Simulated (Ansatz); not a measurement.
# CH₄GeO: small, medium and large basis sets

The task here is to estimate one member of a computed series from the others.

Program: Ansatz 0.2.0, Gaussian basis. Level of theory: one geometry, several basis sets. These are calculated values, not measurements.

Levels to be run: PBE0-D4/def2-SVP; ωB97M-V/def2-SVP; PBE0-D4/def2-QZVPP; ωB97M-V/def2-QZVPP; the functionals' def2-TZVPP values are taken from earlier runs.

### The geometry

All runs share one geometry, relaxed beforehand with PBE0-D4 in a triple-zeta def2 set.

SMILES `C[O][GeH]`, 7 atoms, charge 0, spin multiplicity 1.

Atoms are counted from 1 here; the program's logs count them from 0.

Bond lengths: C1–O2 1.406 Å, C1–H4 1.094 Å, C1–H5 1.096 Å, C1–H6 1.094 Å, O2–Ge3 1.774 Å, Ge3–H7 1.619 Å. Angles: O2–C1–H4 109.5°, O2–C1–H5 111.7°, O2–C1–H6 109.4°, H4–C1–H5 109.0°, H4–C1–H6 108.1°, H5–C1–H6 109.0°, C1–O2–Ge3 127.8°, O2–Ge3–H7 95.3°.

Set-up of the first run:

in.yaml

```yaml
crystal:
  periodic: [false, false, false]
  atoms:
    - {symbol: C, position_ang: [-0.420677, 0.662677, -0.094773]}
    - {symbol: O, position_ang: [-0.623533, -0.712380, -0.309833]}
    - {symbol: Ge, position_ang: [0.521917, -2.037033, -0.026548]}
    - {symbol: H, position_ang: [-0.553381, 1.202436, -1.037411]}
    - {symbol: H, position_ang: [0.582390, 0.869001, 0.296259]}
    - {symbol: H, position_ang: [-1.163942, 1.033535, 0.617631]}
    - {symbol: H, position_ang: [1.718526, -1.086336, 0.508975]}
basis:
  gaussian: {orbitals: def2-SVP}
hamiltonian: {xc: pbe0, dispersion: d4}
output: {orbitals: {seedname: orbitals}}
```

Steps of the session up to this table: PBE0-D4 in def2-SVP; ωB97M-V in def2-SVP; PBE0-D4 in def2-QZVPP; ωB97M-V in def2-QZVPP.

One table of the session follows, with a row left open; its other results are not shown here.

It belongs to the step «Functionals by basis». 

| functional | basis | HOMO (eV) | LUMO (eV) |
| --- | --- | --- | --- |
| PBE0-D4 | def2-SVP | -6.79 | -2.09 |
| PBE0-D4 | def2-TZVPP | -6.86 | -2.17 |
| PBE0-D4 | def2-QZVPP | -6.90 | -2.24 |
| ωB97M-V | def2-SVP | ? | ? |
| ωB97M-V | def2-TZVPP | -9.01 | -0.19 |
| ωB97M-V | def2-QZVPP | -9.05 | -0.36 |

**Question.** Estimate the row for ωB97M-V, def2-SVP.

As computed: HOMO (eV): -8.91; LUMO (eV): -0.07. In the column «HOMO (eV)» it lies between ωB97M-V, def2-TZVPP (-9.01) and PBE0-D4, def2-QZVPP (-6.90).
